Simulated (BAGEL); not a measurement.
# RI-MP2/cc-pVDZ (density fitting with qzvpp-jkfit) run of CH3ClF2Si (SMILES FC(F)[SiH2]Cl)

Aim: the energy change on altering one bond length of CH3ClF2Si at RI-MP2/cc-pVDZ (density fitting with qzvpp-jkfit), from 2 runs. 

The calculation is run with BAGEL 1.2.2.

## 1. Starting point

CH3ClF2Si: 8 atoms, total charge 0, spin state singlet. As SMILES, `FC(F)[SiH2]Cl`. The coordinates come from a GFN2-xTB relaxation. This is one conformer, not always the lowest.

Bond lengths: F1–C2 1.363 Å, C2–F3 1.362 Å, C2–Si4 1.944 Å, Si4–Cl5 1.998 Å, C2–H6 1.100 Å, Si4–H7 1.456 Å, Si4–H8 1.457 Å. Some angles: F1–C2–F3 105.9°, F1–C2–Si4 110.5°, F3–C2–Si4 110.6°, C2–Si4–Cl5 106.4°, F1–C2–H6 106.7°, F3–C2–H6 106.7°, Si4–C2–H6 115.9°, C2–Si4–H7 106.6°, C2–Si4–H8 105.9°, Cl5–Si4–H7 111.8°.

## 2. The energy at RI-MP2/cc-pVDZ (density fitting with qzvpp-jkfit)

File job.json:

```json
{ "bagel": [

{
  "title": "molecule",
  "basis": "cc-pvdz.json",
  "df_basis": "qzvpp-jkfit",
  "angstrom": true,
  "geometry": [
    { "atom": "F", "xyz": [    0.012580,   -0.575640,    1.812580 ] },
    { "atom": "C", "xyz": [    0.648480,   -0.086290,    0.711180 ] },
    { "atom": "F", "xyz": [    1.641910,   -0.973670,    0.427490 ] },
    { "atom": "Si", "xyz": [   -0.589030,    0.055360,   -0.781940 ] },
    { "atom": "Cl", "xyz": [   -1.695220,    1.685130,   -0.445590 ] },
    { "atom": "H", "xyz": [    1.139070,    0.848720,    1.019520 ] },
    { "atom": "H", "xyz": [   -1.395900,   -1.156230,   -0.770430 ] },
    { "atom": "H", "xyz": [    0.238110,    0.202610,   -1.972810 ] }
  ]
},
{ "title": "hf" },
{ "title": "mp2", "ncore": 13 }

]}
```

The basis set cc-pVDZ is read from a file made from the Basis Set Exchange's data (not shown).

Command:

```bash
$ BAGEL_NUM_THREADS=1 BAGEL job.json > job.out
```

The log of the run:

```text
* using 1 threads per process

  ===============================================================
  ===============================================================

  *** Geometry ***

  { "atom" : "F", "xyz" : [      0.023773,     -1.087802,      3.425280 ] },
  { "atom" : "C", "xyz" : [      1.225450,     -0.163064,      1.343935 ] },
  { "atom" : "F", "xyz" : [      3.102760,     -1.839970,      0.807839 ] },
  { "atom" : "Si", "xyz" : [     -1.113105,      0.104615,     -1.477652 ] },
  { "atom" : "Cl", "xyz" : [     -3.203502,      3.184434,     -0.842043 ] },
  { "atom" : "H", "xyz" : [      2.152530,      1.603848,      1.926614 ] },
  { "atom" : "H", "xyz" : [     -2.637869,     -2.184958,     -1.455902 ] },
  { "atom" : "H", "xyz" : [      0.449963,      0.382877,     -3.728071 ] },

  Number of auxiliary basis functions:      539

  Since a DF basis is specified, we compute 2- and 3-index integrals:
    o Being stored without compression. Storage requirement is 0.037 GB

  Number of basis functions:       93
  Number of electrons      :       58

    * METHOD: MOLECULE                             0.81

  *** RHF ***

  === Nuclear Repulsion ===
   292.6642019687

      * DIIS with orbital gradients will be used.

  === RHF iteration (cc-pvdz.json) ===
      0       -986.80218263          0.01135312           0.26
      1       -986.91850919          0.00759628           0.22
      2       -986.96542928          0.00102717           0.21
      3       -986.96696497          0.00019928           0.20
      4       -986.96701667          0.00005871           0.22
      5       -986.96702288          0.00001791           0.21
      6       -986.96702346          0.00000431           0.25
      7       -986.96702349          0.00000155           0.22
      8       -986.96702349          0.00000069           0.24
      9       -986.96702349          0.00000022           0.24
     10       -986.96702349          0.00000005           0.24
     11       -986.96702349          0.00000002           0.22
     12       -986.96702349          0.00000001           0.26
    * SCF iteration converged.

    * Permanent dipole moment:
           (    0.063327,    -0.329779,     0.647216) a.u.

    * METHOD: HF                                   3.56

  *** RHF ***

  === Nuclear Repulsion ===
   292.6642019687

      * DIIS with orbital gradients will be used.

  === RHF iteration (cc-pvdz.json) ===
      0       -986.96702349          0.00000000           0.22
    * SCF iteration converged.

    * Permanent dipole moment:
           (    0.063327,    -0.329779,     0.647216) a.u.

  === DF-MP2 calculation ===

    * freezing 13 orbitals
    * 3-index integral transformation done
    * assembly done

      MP2 correlation energy:   -0.7330608075      0.15

      MP2 total energy:       -987.7000842973

    * METHOD: MP2                                  0.61

  ===============================================================
```

Run time: 5.7 s. Hardware: 1 thread of Intel Xeon at 2.50GHz (Skylake/Cascade Lake), shared host.

## 3. The distorted shape, same level

File input.json:

```json
{ "bagel" : [

{
  "title" : "molecule",
  "basis" : "cc-pvdz.json",
  "df_basis" : "qzvpp-jkfit",
  "angstrom" : "true",
  "geometry" : [
    { "atom" : "F", "xyz" : [      -0.379894,      -1.323651,       1.565907 ] },
    { "atom" : "C", "xyz" : [       0.256006,      -0.834301,       0.464507 ] },
    { "atom" : "F", "xyz" : [       1.249436,      -1.721681,       0.180817 ] },
    { "atom" : "Si", "xyz" : [      -0.981504,      -0.692651,      -1.028613 ] },
    { "atom" : "Cl", "xyz" : [      -2.087694,       0.937119,      -0.692263 ] },
    { "atom" : "H", "xyz" : [       1.139070,       0.848720,       1.019520 ] },
    { "atom" : "H", "xyz" : [      -1.788374,      -1.904241,      -1.017103 ] },
    { "atom" : "H", "xyz" : [      -0.154364,      -0.545401,      -2.219483 ] }
  ]
},

{
  "title" : "hf",
  "charge" : 0
},

{
  "title" : "mp2",
  "charge" : 0,
  "ncore" : 13
}

]}
```

The basis set cc-pVDZ is read from a file made from the Basis Set Exchange's data (not shown).

Command:

```bash
$ BAGEL_NUM_THREADS=1 BAGEL input.json > input.out
```

The log of the run:

```text
* using 1 threads per process

  ===============================================================
  ===============================================================

  *** Geometry ***

  { "atom" : "F", "xyz" : [     -0.717896,     -2.501338,      2.959135 ] },
  { "atom" : "C", "xyz" : [      0.483781,     -1.576600,      0.877791 ] },
  { "atom" : "F", "xyz" : [      2.361092,     -3.253506,      0.341695 ] },
  { "atom" : "Si", "xyz" : [     -1.854774,     -1.308921,     -1.943797 ] },
  { "atom" : "Cl", "xyz" : [     -3.945170,      1.770898,     -1.308187 ] },
  { "atom" : "H", "xyz" : [      2.152530,      1.603848,      1.926614 ] },
  { "atom" : "H", "xyz" : [     -3.379537,     -3.598494,     -1.922046 ] },
  { "atom" : "H", "xyz" : [     -0.291706,     -1.030659,     -4.194215 ] },

  Number of auxiliary basis functions:      539

  Since a DF basis is specified, we compute 2- and 3-index integrals:
    o Being stored without compression. Storage requirement is 0.037 GB

  Number of basis functions:       93
  Number of electrons      :       58

    * METHOD: MOLECULE                             0.66

  *** RHF ***

  === Nuclear Repulsion ===
   289.1760865494

      * DIIS with orbital gradients will be used.

  === RHF iteration (cc-pvdz.json) ===
      0       -986.63852601          0.01222827           0.20
      1       -986.75673961          0.00881928           0.19
      2       -986.82034500          0.00116649           0.23
      3       -986.82282953          0.00035603           0.24
      4       -986.82302541          0.00012175           0.25
      5       -986.82306241          0.00003992           0.18
      6       -986.82306637          0.00001040           0.18
      7       -986.82306663          0.00000335           0.18
      8       -986.82306665          0.00000168           0.18
      9       -986.82306665          0.00000066           0.18
     10       -986.82306665          0.00000015           0.17
     11       -986.82306665          0.00000006           0.18
     12       -986.82306665          0.00000002           0.18
     13       -986.82306665          0.00000001           0.18
    * SCF iteration converged.

    * Permanent dipole moment:
           (    0.382817,     0.162755,     0.857715) a.u.

    * METHOD: HF                                   3.21

  *** RHF ***

  === Nuclear Repulsion ===
   289.1760865494

      * DIIS with orbital gradients will be used.

  === RHF iteration (cc-pvdz.json) ===
      0       -986.82306665          0.00000000           0.22
    * SCF iteration converged.

    * Permanent dipole moment:
           (    0.382817,     0.162756,     0.857715) a.u.

  === DF-MP2 calculation ===

    * freezing 13 orbitals
    * 3-index integral transformation done
    * assembly done

      MP2 correlation energy:   -0.7575692464      0.13

      MP2 total energy:       -987.5806359012

    * METHOD: MP2                                  0.60

  ===============================================================
```

Wall time 5.1 s (1 thread of Intel Xeon at 2.50GHz (Skylake/Cascade Lake), shared host).

## 4. Results

Level: RI-MP2/cc-pVDZ (density fitting with qzvpp-jkfit), 13 core orbitals frozen.

```
                                                         quantity          value
                                        first shape: total energy  -987.70008 Eh
        first shape: correlation energy (13 core orbitals frozen)     -733.1 mEh
                                    distorted shape: total energy  -987.58064 Eh
    distorted shape: correlation energy (13 core orbitals frozen)     -757.6 mEh
energy change with the C2–H6 bond stretched from 1.100 to 1.980 Å       3.250 eV
```

One bond (distorted shape) is far stretched, which a spin-restricted single reference describes badly; perturbation theory on it can break down and give far too much correlation. With the C2–H6 bond stretched from 1.100 to 1.980 Å the energy rises by 3.25 eV (75 kcal/mol). The first shape isn't relaxed at this level, so the change isn't measured from a minimum. A restricted reference can't describe the breaking bond well at this length.
